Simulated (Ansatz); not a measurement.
Turn this script for the Ansatz DFT code, driven from Python into the input file that the command-line program reads.

`vcrelax_srb2rh2.py`
```python
"""Variable-cell relaxation of SrB2Rh2."""

import warnings

import ansatz
from ase import Atoms
from ase.neighborlist import neighbor_list
import numpy as np

def edges_and_angles(cell):
    cell = np.asarray(cell)
    a, b, c = np.linalg.norm(cell, axis=1)
    cosines = cell[1] @ cell[2] / (b * c), cell[0] @ cell[2] / (a * c), cell[0] @ cell[1] / (a * b)
    return (a, b, c, *np.degrees(np.arccos(cosines)))


def main() -> None:
    warnings.simplefilter("ignore", ansatz.DeckWarning)

    srb2rh2 = (
        ansatz.Lattice.of((0.0, 4.6995, 5.336), (2.9945, 0.0, 5.336), (2.9945, 4.6995, 0.0))
        .atom("Sr", (0.75, 0.75, 0.75))
        .atom("Sr", (0.5, 0.5, 0.5))
        .atom("B", (0.078, 0.422, 0.078))
        .atom("B", (0.422, 0.078, 0.422))
        .atom("B", (0.172, 0.828, 0.172))
        .atom("B", (0.828, 0.172, 0.828))
        .atom("Rh", (0.1199, 0.1199, 0.3801))
        .atom("Rh", (0.3801, 0.3801, 0.1199))
        .atom("Rh", (0.1301, 0.1301, 0.8699))
        .atom("Rh", (0.8699, 0.8699, 0.1301))
    )

    # every cell quantity that the symmetry leaves free
    job = (
        srb2rh2.calculation()
        .functional("pbesol")
        .kpoints(density=3.4)
        .occupations("Fermi-Dirac", width=50 * ansatz.meV)
        .relax(cell=True)
    )
    steps = []


    def collect(event):
        if event["event"] == "relax_step":
            steps.append(event["data"])


    res = job.session().plan().execute(on_event=collect)
    report = res.report
    print("step   energy (eV)     max comp. (eV/A)   P (GPa)  SCF")
    for s in steps:
        print(f"{s['step']:4d} {s['lagrangian_ev']:15.5f} {s['allowed_force_max_ev_ang']:12.4f} {s['pressure_gpa']:10.3f} {s['n_scf']:5d}")

    first, last = steps[0], steps[-1]
    symbols = [site.symbol for site in res.lattice.sites]
    print(f"energy gained {first['lagrangian_ev'] - last['lagrangian_ev']:.4f} eV in {len(steps) - 1} steps")
    for label, vectors in (("before", first["cell_ang"]), ("after", res.lattice.cell_ang)):
        print(label, "a b c (A) {:.4f} {:.4f} {:.4f}  angles {:.2f} {:.2f} {:.2f}".format(*edges_and_angles(vectors)), f" V = {abs(np.linalg.det(vectors)):.3f} A^3")
    print("final stress xx yy zz (GPa, compression positive):", np.round(np.diag(report["stress_gpa"]), 3) + 0.0)

    final = Atoms(symbols, positions=last["positions_ang"], cell=res.lattice.cell_ang, pbc=True)
    i, j, d = neighbor_list("ijd", final, 4.5)
    print("neighbours within 1.2 times the shortest distance of each atom (A)")
    for atom in range(len(final)):
        near = [m for m in np.argsort(d) if i[m] == atom]
        shell = [m for m in near if d[m] < 1.2 * d[near[0]]]
        print(f"{symbols[atom]}{atom} ({len(shell)}):", ", ".join(f"{symbols[j[m]]} {d[m]:.3f}" for m in shell))

    change = np.array(last["positions_ang"]) @ np.linalg.inv(last["cell_ang"]) - np.array(first["positions_ang"]) @ np.linalg.inv(first["cell_ang"])
    moved = np.linalg.norm(change @ np.array(last["cell_ang"]), axis=1)
    print("displacement within the cell, strain taken out (A):", " ".join(f"{s}:{d:.3f}" for s, d in zip(symbols, moved)))

    print("atom   start x y z (A)              end x y z (A)")
    for symbol, a, b in zip(symbols, first["positions_ang"], last["positions_ang"]):
        print(f"{symbol:3s}", " ".join(f"{v:8.4f}" for v in a), "  ", " ".join(f"{v:8.4f}" for v in b))

    print("relaxed fractional positions")
    for site in res.lattice.sites:
        print(f"  {site.symbol:2s}", " ".join(f"{v % 1:8.5f}" for v in np.round(site.position_frac, 5)))

    print("%-22s %14.5f eV" % ("F = E - TS", report["free_energy_ev"]))
    print("%-22s %14.5f eV" % ("E", report["internal_energy_ev"]))
    print("%-22s %14.5f eV" % ("Harris-Foulkes", report["harris_foulkes_ev"]))
    print("%-22s %14.5f eV" % ("Fermi level", report["fermi_energy_ev"]))


if __name__ == "__main__":
    main()
```

Output of `python vcrelax_srb2rh2.py`:
```text
step   energy (eV)     max comp. (eV/A)   P (GPa)  SCF
   1    -32955.73875       0.0333     -2.316     9
   2    -32955.75701       0.0810      0.579     6
   3    -32955.76082       0.0205     -0.014     6
   4    -32955.76108       0.0065     -0.009     6
   5    -32955.75978       0.0068     -0.013     6
energy gained 0.0210 eV in 4 steps
before a b c (A) 7.1104 6.1188 5.5725  angles 74.75 56.12 49.12  V = 150.183 A^3
after a b c (A) 7.0453 6.0799 5.5436  angles 74.46 56.24 49.30  V = 147.975 A^3
final stress xx yy zz (GPa, compression positive): [ 0.019 -0.017 -0.041]
neighbours within 1.2 times the shortest distance of each atom (A)
Sr0 (18): B 3.046, B 3.046, Rh 3.047, Rh 3.047, Rh 3.047, Rh 3.047, B 3.123, B 3.123, B 3.123, B 3.123, Rh 3.306, Rh 3.306, Rh 3.306, Rh 3.306, B 3.410, B 3.410, B 3.410, B 3.410
Sr1 (18): B 3.046, B 3.046, Rh 3.047, Rh 3.047, Rh 3.047, Rh 3.047, B 3.123, B 3.123, B 3.123, B 3.123, Rh 3.306, Rh 3.306, Rh 3.306, Rh 3.306, B 3.410, B 3.410, B 3.410, B 3.410
B2 (4): Rh 2.091, Rh 2.091, Rh 2.121, Rh 2.121
B3 (4): Rh 2.091, Rh 2.091, Rh 2.121, Rh 2.121
B4 (4): Rh 2.091, Rh 2.091, Rh 2.121, Rh 2.121
B5 (4): Rh 2.091, Rh 2.091, Rh 2.121, Rh 2.121
Rh6 (4): B 2.091, B 2.091, B 2.121, B 2.121
Rh7 (4): B 2.091, B 2.091, B 2.121, B 2.121
Rh8 (4): B 2.091, B 2.091, B 2.121, B 2.121
Rh9 (4): B 2.091, B 2.091, B 2.121, B 2.121
displacement within the cell, strain taken out (A): Sr:0.000 Sr:0.000 B:0.010 B:0.010 B:0.010 B:0.010 Rh:0.003 Rh:0.003 Rh:0.003 Rh:0.003
atom   start x y z (A)              end x y z (A)
Sr    4.4917   7.0492   8.0040      4.5075   6.9877   7.9280
Sr    2.9945   4.6995   5.3360      3.0050   4.6585   5.2853
B     1.4972   0.7331   2.6680      1.5025   0.7169   2.6427
B     1.4972   3.9664   2.6680      1.5025   3.9416   2.6427
B     2.9945   1.6166   5.3360      3.0050   1.6124   5.2853
B     2.9945   7.7824   5.3360      3.0050   7.7046   5.2853
Rh    1.4972   2.3497   1.2796      1.5025   2.3292   1.2645
Rh    1.4972   2.3497   4.0564      1.5025   2.3292   4.0209
Rh    2.9945   4.6995   1.3884      3.0050   4.6585   1.3782
Rh    2.9945   4.6995   9.2836      3.0050   4.6585   9.1924
relaxed fractional positions
  Sr  0.75000  0.75000  0.75000
  Sr  0.50000  0.50000  0.50000
  B   0.07694  0.42306  0.07694
  B   0.42306  0.07694  0.42306
  B   0.17306  0.82694  0.17306
  B   0.82694  0.17306  0.82694
  Rh  0.11962  0.11962  0.38038
  Rh  0.38038  0.38038  0.11962
  Rh  0.13038  0.13038  0.86962
  Rh  0.86962  0.86962  0.13038
F = E - TS               -32955.75978 eV
E                        -32955.75007 eV
Harris-Foulkes           -32955.75978 eV
Fermi level                  13.98299 eV
```

`input.yaml`:
```yaml
crystal:
  lattice:
    - [0.0, 4.6995, 5.336]
    - [2.9945, 0.0, 5.336]
    - [2.9945, 4.6995, 0.0]
  atoms:
    - { symbol: Sr, position: [0.75, 0.75, 0.75] }
    - { symbol: Sr, position: [0.5, 0.5, 0.5] }
    - { symbol: B, position: [0.078, 0.422, 0.078] }
    - { symbol: B, position: [0.422, 0.078, 0.422] }
    - { symbol: B, position: [0.172, 0.828, 0.172] }
    - { symbol: B, position: [0.828, 0.172, 0.828] }
    - { symbol: Rh, position: [0.1199, 0.1199, 0.3801] }
    - { symbol: Rh, position: [0.3801, 0.3801, 0.1199] }
    - { symbol: Rh, position: [0.1301, 0.1301, 0.8699] }
    - { symbol: Rh, position: [0.8699, 0.8699, 0.1301] }
kpoints:
  mp_grid: { kspacing: 0.2941176470588 }
hamiltonian:
  xc: pbesol
scf:
  occupations: { method: fermi_dirac, width: 0.05 }
relax:
  cell: {}
```

On the command line:
```console
$ ansatz run input.yaml --threads 1 --pin off --max-ram 3072MiB --backend cpu --events-out ev --progress --plain --runs-dir out
Engine: ansatz 0.2.0, aarch64-unknown-linux-gnu
Pseudopotentials: kind: paw
Pseudopotential: Sr, paw, valence charge 10, recommended cutoff 420 eV (normal), Sr.paw.azcp
Pseudopotential: B, paw, valence charge 3, recommended cutoff 420 eV (normal), B.paw.azcp
Pseudopotential: Rh, paw, valence charge 17, recommended cutoff 420 eV (normal), Rh.paw.azcp
Functional definition: PBEsol
  exchange = pbesol_x
  correlation = pbesol_c
Crystal: 10 atoms, lattice volume = 150.183 Å³
Basis set: ecut = 420 eV, 2937 PW (Γ), exchange–correlation on 96×90×80 points (8 copies of the dense FFT grid, shifted against one another)
Bands: 60, of which v1, the nominal top of the filled ones, is band 50 counted from 1 (49 counted from 0)
Symmetry: 8 space group operations
Space group: Fddd (ITA 70), of the structure as read, at distance tolerance 5.3e-5 Å
k-points: 27 of 125
Non-local potential: Sr, projectors of the file, l = 0: 3, l = 1: 2, l = 2: 2
Non-local potential: B, projectors of the file, l = 0: 2, l = 1: 2, l = 2: 1
Non-local potential: Rh, projectors of the file, l = 0: 3, l = 1: 2, l = 2: 2, l = 3: 1
PAW form: soft (Blöchl's): semilocal exchange-correlation on the pseudo side does not see the compensation charge
PAW frozen core: Sr, regenerated for the run's functional, and the local potential with it (the file was generated under x = pbe(κ = 0.804, μ = 0.2195149727645171), c = pbe(β = 0.06672455060314922))
PAW frozen core: B, regenerated for the run's functional, and the local potential with it (the file was generated under x = pbe(κ = 0.804, μ = 0.2195149727645171), c = pbe(β = 0.06672455060314922))
PAW frozen core: Rh, regenerated for the run's functional, and the local potential with it (the file was generated under x = pbe(κ = 0.804, μ = 0.2195149727645171), c = pbe(β = 0.06672455060314922))
PAW one-centre angular grid: Sr, 110 points (default); XC on 64 Gauss nodes
PAW one-centre angular grid: B, 110 points (default); XC on 64 Gauss nodes
PAW one-centre angular grid: Rh, 590 points (default); XC on 64 Gauss nodes
Initial density: superposition of atomic densities (neutral atoms: chi_scale 0, normalization atom), corrected by the library's trained network
Initial wavefunctions: pseudopotential atomic-orbital guess
Functional: x = pbesol(κ = 0.804, μ = 0.12345679012345678), c = pbesol(β = 0.046)
SCF iter   1: F=—  HF=-32955.745185 eV  |F-HF|=—  |Δ(HF+E_count)|=         —  Δρ=5.24e-3  dr2=3.80e-2  ethr=1.77e-3  ⟨swp⟩=8.9  Hψ=7235  notcnv=0  defer=13
preconditioner: auto → Kerker (q_TF=auto, 2.549 Å⁻¹)  [metal: Δε(μ)=0.077 eV  Ē_g=8.758 eV  σ=0.050 eV  W_gap=0.36  n_scr=44 (ndim 8)  ℏωp=24.2 eV  f_vac=0.000  D(μ)=1.09/eV (n_scr^D=0)]
SCF iter   2: F=—  HF=-32955.743791 eV  |F-HF|=—  |Δ(HF+E_count)|=   1.39e-3  Δρ=3.24e-3  dr2=2.14e-2  ethr=3.80e-5  ⟨swp⟩=2.0  Hψ=2608  notcnv=0  defer=33
SCF iter   3: F=—  HF=-32955.738852 eV  |F-HF|=—  |Δ(HF+E_count)|=   4.94e-3  Δρ=1.46e-3  dr2=2.89e-3  ethr=2.14e-5  ⟨swp⟩=2.0  Hψ=2464  notcnv=0  defer=33
SCF iter   4: F=—  HF=-32955.738480 eV  |F-HF|=—  |Δ(HF+E_count)|=   3.73e-4  Δρ=3.15e-4  dr2=3.28e-4  ethr=2.89e-6  ⟨swp⟩=2.0  Hψ=2157  notcnv=0  defer=33
SCF iter   5: F=—  HF=-32955.738427 eV  |F-HF|=—  |Δ(HF+E_count)|=   5.30e-5  Δρ=1.36e-4  dr2=9.00e-5  ethr=3.28e-7  ⟨swp⟩=2.5  Hψ=2207  notcnv=0  defer=33
SCF iter   6: F=—  HF=-32955.738757 eV  |F-HF|=—  |Δ(HF+E_count)|=   3.31e-4  Δρ=8.57e-5  dr2=2.60e-5  ethr=9.00e-8  ⟨swp⟩=2.7  Hψ=2189  notcnv=0  defer=33
SCF iter   7: F=—  HF=-32955.738752 eV  |F-HF|=—  |Δ(HF+E_count)|=   4.76e-6  Δρ=3.64e-5  dr2=3.97e-6  ethr=2.60e-8  ⟨swp⟩=2.1  Hψ=1899  notcnv=0  defer=33
SCF iter   8: F=—  HF=-32955.738752 eV  |F-HF|=—  |Δ(HF+E_count)|=   7.67e-7  Δρ=1.16e-5  dr2=3.77e-7  ethr=3.97e-9  ⟨swp⟩=2.0  Hψ=2051  notcnv=0  defer=33
SCF iter   9: F=-32955.738752 eV  HF=-32955.738752 eV  |F-HF|=5.57e-9  |Δ(HF+E_count)|=   6.31e-8  Δρ=1.62e-6  dr2=7.10e-9  ethr=1.00e-10  ⟨swp⟩=5.0  Hψ=5947  notcnv=0
SCF 1 converged in 9 iterations: F = -32955.738752 eV  dr2 = 7.10e-9
  greatest PAW one-centre occupation: 1.000 electrons in one spin orbital (limit 2), on the Rh atom at site 9 (counted from 0), in its partial waves of l = 0
relax step   1: F+E_penalty+E_count = -32955.73875156 eV  Δ(F+E_penalty+E_count) = +0.000e0 eV  max|allowed force component| = 3.332e-2 eV/Å  Δτ_max = 0.0000 Å  P = -2.316 GPa  Ω = 150.183 Å³  (9 SCF iters, dr2 threshold 1.00e-7 eV, accepted)
Crystal: 10 atoms, lattice volume = 147.373 Å³
Basis set: ecut = 420 eV, 2877 PW (Γ), exchange–correlation on 96×90×80 points (8 copies of the dense FFT grid, shifted against one another)
Initial density: handed on by an earlier stage of this run
Initial wavefunctions: those handed on with the density
iter 1 solved again at ethr=8.03e-5 eV; its pass at ethr=3.10e-3 eV (dr2=8.03e-2 eV) is discarded
SCF iter   1: F=—  HF=-32955.770501 eV  |F-HF|=—  |Δ(HF+E_count)|=         —  Δρ=5.60e-3  dr2=7.52e-2  ethr=8.03e-5  ⟨swp⟩=2.1  Hψ=7410  notcnv=0
preconditioner: auto → Kerker (q_TF=auto, 2.558 Å⁻¹)  [metal: Δε(μ)=0.071 eV  Ē_g=8.827 eV  σ=0.050 eV  W_gap=0.34  n_scr=44 (ndim 8)  ℏωp=24.5 eV  f_vac=0.000  D(μ)=1.05/eV (n_scr^D=0)]
SCF iter   2: F=—  HF=-32955.760015 eV  |F-HF|=—  |Δ(HF+E_count)|=   1.05e-2  Δρ=2.40e-3  dr2=1.55e-2  ethr=7.52e-5  ⟨swp⟩=1.1  Hψ=1622  notcnv=0
SCF iter   3: F=—  HF=-32955.756872 eV  |F-HF|=—  |Δ(HF+E_count)|=   3.14e-3  Δρ=5.40e-4  dr2=7.65e-4  ethr=1.55e-5  ⟨swp⟩=2.3  Hψ=2093  notcnv=0
SCF iter   4: F=—  HF=-32955.757029 eV  |F-HF|=—  |Δ(HF+E_count)|=   1.57e-4  Δρ=1.26e-4  dr2=4.51e-5  ethr=7.65e-7  ⟨swp⟩=2.0  Hψ=2292  notcnv=0
SCF iter   5: F=—  HF=-32955.757017 eV  |F-HF|=—  |Δ(HF+E_count)|=   1.19e-5  Δρ=5.35e-5  dr2=7.93e-6  ethr=4.51e-8  ⟨swp⟩=2.0  Hψ=2318  notcnv=0
SCF iter   6: F=-32955.757015 eV  HF=-32955.757015 eV  |F-HF|=2.58e-7  |Δ(HF+E_count)|=   1.88e-6  Δρ=2.49e-5  dr2=5.63e-7  ethr=1.00e-9  ⟨swp⟩=3.9  Hψ=6868  notcnv=0
SCF 2 converged in 6 iterations: F = -32955.757015 eV  dr2 = 5.63e-7
relax step   2: F+E_penalty+E_count = -32955.75701459 eV  Δ(F+E_penalty+E_count) = -1.826e-2 eV  max|allowed force component| = 8.096e-2 eV/Å  Δτ_max = 0.0170 Å  P = +0.579 GPa  Ω = 147.373 Å³  energy of the carried Pulay correction = +1.720e-3 eV  (6 SCF iters, dr2 threshold 1.00e-6 eV, accepted)
Crystal: 10 atoms, lattice volume = 147.967 Å³
Basis set: ecut = 420 eV, 2885 PW (Γ), exchange–correlation on 96×90×80 points (8 copies of the dense FFT grid, shifted against one another)
iter 1 solved again at ethr=3.15e-6 eV; its pass at ethr=3.10e-3 eV (dr2=3.15e-3 eV) is discarded
SCF iter   1: F=—  HF=-32955.761299 eV  |F-HF|=—  |Δ(HF+E_count)|=         —  Δρ=1.43e-3  dr2=3.47e-3  ethr=3.15e-6  ⟨swp⟩=3.0  Hψ=7475  notcnv=0
preconditioner: auto → Kerker (q_TF=auto, 2.556 Å⁻¹)  [metal: Δε(μ)=0.075 eV  Ē_g=8.829 eV  σ=0.050 eV  W_gap=0.36  n_scr=44 (ndim 8)  ℏωp=24.4 eV  f_vac=0.000  D(μ)=1.06/eV (n_scr^D=0)]
SCF iter   2: F=—  HF=-32955.760684 eV  |F-HF|=—  |Δ(HF+E_count)|=   6.14e-4  Δρ=6.94e-4  dr2=7.93e-4  ethr=3.15e-6  ⟨swp⟩=2.4  Hψ=2242  notcnv=0
SCF iter   3: F=—  HF=-32955.760827 eV  |F-HF|=—  |Δ(HF+E_count)|=   1.43e-4  Δρ=1.60e-4  dr2=2.56e-5  ethr=7.93e-7  ⟨swp⟩=2.0  Hψ=2279  notcnv=0
SCF iter   4: F=—  HF=-32955.760824 eV  |F-HF|=—  |Δ(HF+E_count)|=   3.41e-6  Δρ=3.18e-5  dr2=1.94e-6  ethr=2.56e-8  ⟨swp⟩=2.2  Hψ=2364  notcnv=0
iter 5 did not close the SCF: its close was put off for the readings that it lacked (scf_convergence_deferred on its scf_iter line)
SCF iter   5: F=-32955.760824 eV  HF=-32955.760824 eV  |F-HF|=1.08e-7  |Δ(HF+E_count)|=   1.77e-7  Δρ=1.76e-5  dr2=3.75e-7  ethr=1.94e-9  ⟨swp⟩=2.2  Hψ=2582  notcnv=0
SCF iter   6: F=-32955.760824 eV  HF=-32955.760824 eV  |F-HF|=1.73e-8  |Δ(HF+E_count)|=   3.60e-8  Δρ=8.64e-6  dr2=4.64e-8  ethr=3.75e-10  ⟨swp⟩=2.9  Hψ=5637  notcnv=0
SCF 3 converged in 6 iterations: F = -32955.760824 eV  dr2 = 4.64e-8
[... 17 lines left out ...]
SCF iter   2: F=—  HF=-32955.759784 eV  |F-HF|=—  |Δ(HF+E_count)|=   3.44e-4  Δρ=2.11e-5  dr2=6.36e-8  ethr=2.95e-10  ⟨swp⟩=3.7  Hψ=4088  notcnv=0
SCF iter   3: F=—  HF=-32955.759785 eV  |F-HF|=—  |Δ(HF+E_count)|=   4.71e-7  Δρ=3.80e-6  dr2=2.84e-9  ethr=6.36e-11  ⟨swp⟩=2.5  Hψ=2916  notcnv=0
SCF iter   4: F=—  HF=-32955.759785 eV  |F-HF|=—  |Δ(HF+E_count)|=   1.42e-8  Δρ=4.79e-7  dr2=3.67e-10  ethr=2.84e-12  ⟨swp⟩=2.7  Hψ=2984  notcnv=0
iter 5 did not close the SCF: its close was put off for the readings that it lacked (scf_convergence_deferred on its scf_iter line)
SCF iter   5: F=-32955.759785 eV  HF=-32955.759785 eV  |F-HF|=3.64e-11  |Δ(HF+E_count)|=  1.46e-11  Δρ=1.44e-7  dr2=6.87e-11  ethr=1.00e-12  ⟨swp⟩=1.0  Hψ=1620  notcnv=0
SCF iter   6: F=-32955.759785 eV  HF=-32955.759785 eV  |F-HF|=1.46e-11  |Δ(HF+E_count)|=  2.18e-11  Δρ=4.80e-8  dr2=2.48e-12  ethr=1.00e-12  ⟨swp⟩=3.0  Hψ=5463  notcnv=0
SCF 5 converged in 6 iterations: F = -32955.759785 eV  dr2 = 2.48e-12
relax step   5: F+E_penalty+E_count = -32955.75978457 eV  Δ(F+E_penalty+E_count) = +1.299e-3 eV  max|allowed force component| = 6.790e-3 eV/Å  Δτ_max = 0.0000 Å  P = -0.013 GPa  Ω = 147.975 Å³  stress off target by 4.07e-2 GPa  SCF on the basis re-selected at this cell (its energy is not comparable with the rows above)  (6 SCF iters)
basis re-selected at this cell: Δ(F+E_penalty+E_count) = +1.299e-3 eV, ΔP = -0.004 GPa vs the last step (what re-selecting the basis moved, of the pressure what is left beyond the Pulay correction that the steps carried, after the strain that the cell walked since its last selection, with what the two solves' SCF thresholds leave and, on support functions, [...]
SCF converged after 6 iterations
Free energy (F): -32955.759785 eV
Harris-Foulkes:  -32955.759785 eV  (|F-HF|=1.46e-11)
Internal energy: -32955.750066 eV  (E = F + TS)
E sigma→0 (E₀):  -32955.754925 eV
Entropy (-TS):   -0.009719 eV (-0.972 meV/atom)
Fermi energy:    13.982988 eV
--- Per-component energies (eV) ---
  E_band       = -902.116868
  E_kinetic    = 2977.420350
  E_local      = -10942.318947  (includes V_loc(G=0)·N_el)
  E_nonlocal   = 1879.441088
  E_hartree    = 3977.870652
  E_xc         = -1356.169802
  E_vxc        = -1590.754828  (∫ρ·V_xc dr)
  E_paw        = -19686.377402  (= ΣΔE_a)
  E_vpaw       = -1181.649255  (= ΣTr[D̂ρ^β])
  E_aug_tail   = 0.003355  (compensation charges beyond the density's cutoff)
  E_ewald      = -9807.051697
  E_core_change = 1.432337  (= ΣΔE_core)
  E_smearing   = -0.009719  (= −TS)
  E_closure    = -0.000000  (closes the sum)
  Σ components = -32955.759785   (vs F -32955.759785, Δ=0.00e0)
--- Forces (eV/Å), atoms counted from 1 ---
  atom   1  Sr     0.00000000    -0.00000000    -0.00000000
  atom   2  Sr     0.00000000     0.00000000     0.00000000
  atom   3  B      0.00000000    -0.00679007     0.00000000
  atom   4  B      0.00000000     0.00679007    -0.00000000
  atom   5  B      0.00000000     0.00679007    -0.00000000
  atom   6  B     -0.00000000    -0.00679007     0.00000000
  atom   7  Rh     0.00000000    -0.00000000    -0.00597098
  atom   8  Rh     0.00000000    -0.00000000     0.00597098
  atom   9  Rh    -0.00000000     0.00000000     0.00597098
  atom  10  Rh     0.00000000     0.00000000    -0.00597098
  max |Σ_I F_I| component: 2.43e-17 eV/Å
--- Stress (GPa, compression-positive) ---
        0.019112      -0.000000      -0.000000
       -0.000000      -0.017214      -0.000000
       -0.000000      -0.000000      -0.040698
  P = ⅓ Tr σ = -0.0129 GPa (-0.129 kbar)
--- Relaxed structure (4 steps of the walk, 4 accepted, 1 SCFs on fresh bases) ---
  F+E_penalty+E_count = -32955.75978457 eV   max|allowed force component| = 6.790e-3 eV/Å   (the final SCF, on the basis selected at the relaxed cell)
  cell:  # Å, volume = 147.9748 Å³
    - [0.0, 4.658467505517234, 5.285319191145266]
    - [3.0049933622586065, 0.0, 5.285319191145266]
    - [3.0049933622586065, 4.658467505517234, 0.0]
  atoms:
    - { symbol: Sr, position: [0.7500000000000002, 0.7500000000000002, 0.7499999999999998] }
    - { symbol: Sr, position: [0.5000000000000002, 0.5, 0.4999999999999999] }
    - { symbol: B, position: [0.07694260676592507, 0.42305739323407504, 0.07694260676592496] }
    - { symbol: B, position: [0.4230573932340751, 0.07694260676592501, 0.42305739323407504] }
    - { symbol: B, position: [0.1730573932340752, 0.826942606765925, 0.17305739323407487] }
    - { symbol: B, position: [0.8269426067659251, 0.17305739323407504, 0.8269426067659248] }
    - { symbol: Rh, position: [0.1196206570286535, 0.11962065702865339, 0.38037934297134657] }
    - { symbol: Rh, position: [0.38037934297134673, 0.3803793429713466, 0.11962065702865332] }
    - { symbol: Rh, position: [0.1303793429713467, 0.13037934297134648, 0.8696206570286534] }
    - { symbol: Rh, position: [0.8696206570286538, 0.8696206570286535, 0.13037934297134635] }
```

What to keep in mind:
- Absolute energies stand on the zero of these potentials, so only differences at equal settings mean something. A total without «per atom» is that of the whole cell that was run.
- The mesh is modest for a metal, so energies can be off by several to tens of meV an atom and pressures by half a GPa or more; differences at equal mesh fare better.
- The zero of the levels is a convention of the potentials, so an absolute Fermi energy is no work function.
- Energies along a relaxation are free energies. Rows at an unchanged volume are solved on a plane-wave basis chosen afresh for that cell, so the energy can jump there; the script counts such rows among its steps.
- Edges and angles are those of the cell as typed, here a primitive one, not of the conventional cell.
- The starting cell is as deposited in a crystallographic database; the results hold for this polymorph, which needn't be the stable one.
- Timing: 49 s on 1 thread of Arm Neoverse V2, on a shared host, peak memory 0.64 GiB.

(Lines on the test bed's own set-up are left out of the output.)
